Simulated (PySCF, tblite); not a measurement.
**C5H6BrFN2Si: geometry, infrared bands and NMR shifts**

Wanted: the infrared bands and NMR shifts of C5H6BrFN2Si (`C=C[Si@H](Br)n1cnc(F)c1`), by calculation.

The runs use tblite 0.8.0 and PySCF 2.14.0, with density-fitted response routines of our own; the level of theory stands in each step. All values are computed, except where a source is named. Atoms are numbered from 0 throughout.

**1. Starting geometry**

16 atoms, charge 0, multiplicity 1; geometry from: force field or distance geometry start.

Bonds of the start (Å): C0–C1 1.34, C1–Si2 1.83, Si2–Br3 2.25, Si2–N4 1.80, N4–C5 1.35, C5–N6 1.34, N6–C7 1.33, C7–F8 1.38, C7–C9 1.36, C9–N4 1.35, C0–H10 1.11, C0–H11 1.09, C1–H12 1.07, Si2–H13 1.47, C5–H14 1.08, C9–H15 1.06.

**2. Optimising the geometry with GFN2-xTB**

What the job is given:

```
{"job": {"kind": "relax", "xc": "GFN2-xTB", "basis": "xTB"}, "charge": 0, "multiplicity": 1}
C      2.070100    -0.760400     1.121800
C      2.266400    -0.009000     0.026200
Si     0.890500     0.071400    -1.171400
Br     1.204300     1.862300    -2.503400
N     -0.697600     0.253300    -0.340300
C     -1.162300     1.401200     0.185600
N     -2.364900     1.117600     0.703400
C     -2.639600    -0.170100     0.502900
F     -3.782000    -0.836400     0.885700
C     -1.596600    -0.734600    -0.167100
H      1.097400    -1.273900     1.249000
H      2.818100    -0.880700     1.906500
H      3.190500     0.509300    -0.121500
H      0.812000    -1.148300    -1.983800
H     -0.635500     2.343100     0.182000
H     -1.478300    -1.735800    -0.486900
```

Command:

```
> OMP_NUM_THREADS=1 python probes_run.py task.json out
```

The driver reads the jobs from task.json and runs them one after another.

**Question.** This job is followed by: GFN2-xTB harmonic vibrations, gas phase; GIAO PBE0/pcSseg-1 NMR shielding, non-relativistic, gas phase. Predict these results of the whole session: strongest single infrared mode (GFN2-xTB); zero-point energy (GFN2-xTB); ¹³C shifts against TMS (PBE0/pcSseg-1); ¹H shifts against TMS (PBE0/pcSseg-1); ²⁹Si shifts against TMS (PBE0/pcSseg-1); ⁷⁹Br shifts against HBr (PBE0/pcSseg-1); ¹⁵N shifts against NH3 (PBE0/pcSseg-1); ¹⁹F shifts against CFCl3 (PBE0/pcSseg-1).

As calculated:

| quantity | value |
| --- | --- |
| strongest single infrared mode (GFN2-xTB) | 1322 cm⁻¹, 338 km/mol |
| zero-point energy (GFN2-xTB) | 64.8 kcal/mol |
| ¹³C shifts against TMS (PBE0/pcSseg-1) | 170.9, 147.7, 139.5, 138.1, 101.8 ppm |
| ¹H shifts against TMS (PBE0/pcSseg-1) | 7.45, 6.64, 6.34, 6.32, 6.21, 5.85 ppm |
| ²⁹Si shifts against TMS (PBE0/pcSseg-1) | -6.6 ppm |
| ⁷⁹Br shifts against HBr (PBE0/pcSseg-1) | -32 ppm |
| ¹⁵N shifts against NH3 (PBE0/pcSseg-1) | 291.9, 177.8 ppm |
| ¹⁹F shifts against CFCl3 (PBE0/pcSseg-1) | -141.9 ppm |

Relaxing lowered the energy by 0.486 eV in 83 steps; the close pair that moved most is C1–Si2, from 1.826 to 1.876 Å. All 42 modes are real, so the xTB geometry is a minimum. The strongest single mode, at 1322 cm⁻¹, is spread over many atoms; the largest shares are those of C7, N4. Unscaled tight-binding wavenumbers are off by several per cent, some by more. Its intensities can rank the bands wrongly. At PBE0/pcSseg-1: Shielding is most anisotropic at N6 (span 438 ppm, paramagnetic term -361 ppm). NICS(1)zz of -27 ppm above the planar ring from N4 marks a diatropic (aromatic) ring current. Spin-orbit coupling is left out, which matters for shieldings and couplings at and beside the heavy atoms.
